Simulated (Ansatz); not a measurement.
Crystal: NiMoIrPdW.

```
CELL_PARAMETERS angstrom
-1.37004 1.37004 9.71647
1.37004 -1.37004 9.71647
1.37004 1.37004 -9.71647
ATOMIC_POSITIONS crystal
Ni 0.19862 0.19862 0.00000
Mo 0.60922 0.60922 0.00000
Pd 0.79310 0.79310 0.00000
Ir 0.39944 0.39944 0.00000
W 0.99565 0.99565 0.00000
```

The cell was built by a generator and needn't be a form met in nature.

Base run:

```yaml
Program: Ansatz 0.2.0
Functional: PBEsol
Potentials_or_basis: Ansatz PAW
Cutoff: "420 eV (not typed: the program's choice for these potentials)"
k_mesh: 13 × 13 × 13
Occupations: fermi-dirac, width 0.05 eV
Spin: collinear spin, ferromagnetic start
Starting_moments: "[1.0, 1.0, 0.0, 0.6, 0.0] μB"
```

Its results: band gap on the k mesh none (metal or under the smearing width); pressure -9.2 GPa; net moment 0.00 μB per cell; largest force 0.160 eV/Å.

Task: The run is repeated on the same cell with these changes: functional from PBEsol to PBE. What comes out?

Result: Band gap on the k mesh none (metal or under the smearing width); pressure 0.0 GPa; net moment 0.00 μB per cell; largest force 0.032 eV/Å.

PBE binds less tightly than PBEsol, so the same cell stands under more pressure.

Caveats: the starting moments weren't kept; spin-orbit coupling is left out, which moves the levels of the heavy elements (some runs); the PAW data sets come from PBE, with cores solved anew for the run's functional, which leaves a small shift of forces and pressure (some runs).
